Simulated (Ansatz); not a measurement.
# LiMg3: the cost of one run

Program: Ansatz 0.2.0, driven from Python. Level of theory: DFT PBEsol, plane waves, PAW. These are calculated values, not measurements.

**1. The system**

The structure is cubic, space group Fm-3m (No. 225). The conventional cell has a = 6.967 Å, b = 6.967 Å, c = 6.967 Å, α = 90.00°, β = 90.00°, γ = 90.00°. Around Li (site symmetry m-3m) lie 8 Mg at 3.02 Å. Mg (site symmetry m-3m) is surrounded by 8 Mg at 3.02 Å. Mg (site symmetry -43m) is surrounded by 4 Li at 3.02 Å and 4 Mg at 3.02 Å.

limg3.vasp, read by the script:

```text
LiMg3
1.0
   0.00000000    3.48368533    3.48368533
   3.48368533    0.00000000    3.48368533
   3.48368533    3.48368533    0.00000000
Li Mg
1 3
Direct
   0.50000000    0.50000000    0.50000000
   0.00000000    0.00000000    0.00000000
   0.25000000    0.25000000    0.25000000
   0.75000000    0.75000000    0.75000000
```

**2. Script**

compress.py

```python
# -*- coding: utf-8 -*-
"""Cell of LiMg3 under pressure."""

import warnings

import ansatz as az
from ase.io import read
import numpy as np
import pandas as pd

config = {
    "mesh": (5, 5, 5),
    "width_ev": 0.15,
}

def edges_and_angles(cell):
    cell = np.asarray(cell)
    a, b, c = np.linalg.norm(cell, axis=1)
    cosines = cell[1] @ cell[2] / (b * c), cell[0] @ cell[2] / (a * c), cell[0] @ cell[1] / (a * b)
    return (a, b, c, *np.degrees(np.arccos(cosines)))


def main():
    warnings.simplefilter("ignore", az.DeckWarning)

    atoms = read("limg3.vasp", format="vasp")
    structure = az.Crystal.from_ase(atoms)

    calculation = (
        structure.calculation()
        .functional(az.Functional.PBESOL)
        .kpoints(mesh=config["mesh"])
        .occupations(az.OccupationsMethod.FERMI_DIRAC, width=config["width_ev"])
    )

    # H = F + PV, with 1 GPa A^3 = 1/160.21766 eV
    rows = []
    for pressure in [0, 2, 4, 6, 8]:
        out = calculation.relax(cell=True, pressure=pressure).run()
        cell = out.lattice.cell_ang
        n_atoms = len(out.lattice.sites)
        volume = abs(np.linalg.det(cell)) / n_atoms
        enthalpy = out.report["free_energy_ev"] / n_atoms + pressure * volume / 160.21766
        rows.append((pressure, volume, enthalpy, *edges_and_angles(cell)))
        print(f"{pressure} GPa done: {volume:.4f} A^3/atom")

    table = pd.DataFrame(rows, columns=["P_GPa", "V_A3_atom", "H_eV_atom", "a", "b", "c", "alpha", "beta", "gamma"])
    print(table.round(4).to_string(index=False))
    p, v = np.array([row[0] for row in rows], float), np.array([row[1] for row in rows])
    print("mean bulk modulus between rows (GPa):", np.round(-np.diff(p) / np.diff(np.log(v)), 1))


if __name__ == "__main__":
    main()
```

**3. The run**

Started as:

```
python compress.py
```

What time and memory should one allow on 1 thread of Arm Neoverse V2, shared host?

About 17 s, with a peak of 0.48 GiB.
